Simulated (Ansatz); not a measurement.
# CH6B2O: how energies converge with the basis set

Aim: see how fast density functionals converge with the basis set for CH6B2O.

Computed with Ansatz 0.2.0, Gaussian basis. Level: one geometry, several basis sets.

Plan: PBE0-D4/def2-SVP; ωB97M-V/def2-SVP; PBE0-D4/def2-QZVPP; ωB97M-V/def2-QZVPP; the functionals' def2-TZVPP values are taken from earlier runs.

## 1. The geometry

An earlier PBE0-D4 in a triple-zeta def2 set relaxation fixed the geometry.

SMILES `BCBO`, 10 atoms, charge 0, spin multiplicity 1.

Atoms are counted from 1 here; the program's logs count them from 0.

Bond lengths: B1–C2 1.544 Å, B1–H5 1.198 Å, B1–H6 1.197 Å, C2–B3 1.579 Å, C2–H7 1.093 Å, C2–H8 1.099 Å, B3–O4 1.352 Å, B3–H9 1.197 Å, O4–H10 0.962 Å. Angles: C2–B1–H5 121.2°, C2–B1–H6 120.3°, H5–B1–H6 118.4°, B1–C2–B3 107.4°, B1–C2–H7 114.2°, B1–C2–H8 108.8°, B3–C2–H7 111.8°, B3–C2–H8 103.3°, H7–C2–H8 110.7°, C2–B3–O4 122.9°, C2–B3–H9 121.4°, O4–B3–H9 115.7°, B3–O4–H10 113.6°.

## 2. PBE0-D4 in def2-SVP

Input file in.yaml:

```yaml
crystal:
  periodic: [false, false, false]
  atoms:
    - {symbol: B, position_ang: [-1.348786, 0.618759, -0.011046]}
    - {symbol: C, position_ang: [-0.358055, -0.537147, -0.267143]}
    - {symbol: B, position_ang: [0.962137, -0.213914, 0.535955]}
    - {symbol: O, position_ang: [2.117123, 0.148811, -0.066390]}
    - {symbol: H, position_ang: [-1.577270, 1.438692, -0.854314]}
    - {symbol: H, position_ang: [-1.869894, 0.742002, 1.060042]}
    - {symbol: H, position_ang: [-0.153893, -0.725992, -1.324537]}
    - {symbol: H, position_ang: [-0.738011, -1.443894, 0.223771]}
    - {symbol: H, position_ang: [0.995101, -0.270186, 1.731675]}
    - {symbol: H, position_ang: [2.054550, 0.191669, -1.025014]}
basis:
  gaussian: {orbitals: def2-SVP}
hamiltonian: {xc: pbe0, dispersion: d4}
output: {orbitals: {seedname: orbitals}}
```

Run with:

```sh
ansatz run in.yaml --threads 2 --pin off --events-out ev --progress --plain --max-ram 4352MiB
```

Further steps of the session: ωB97M-V in def2-SVP; PBE0-D4 in def2-QZVPP; ωB97M-V in def2-QZVPP.

Before running them: what should the planned runs give, taken together? Wanted: PBE0-D4: double and triple zeta above quadruple; ωB97M-V: double and triple zeta above quadruple.

**Answer**, as computed:

| quantity | value |
| --- | --- |
| PBE0-D4: double and triple zeta above quadruple | 5.43, 0.28 eV |
| ωB97M-V: double and triple zeta above quadruple | 5.67, 0.26 eV |

What this shows: For PBE0-D4 the step from double to triple zeta gains 5.15 eV and the next only 0.28 eV. These are total energies; as a rule much of such shifts cancels in differences, which this series doesn't test.
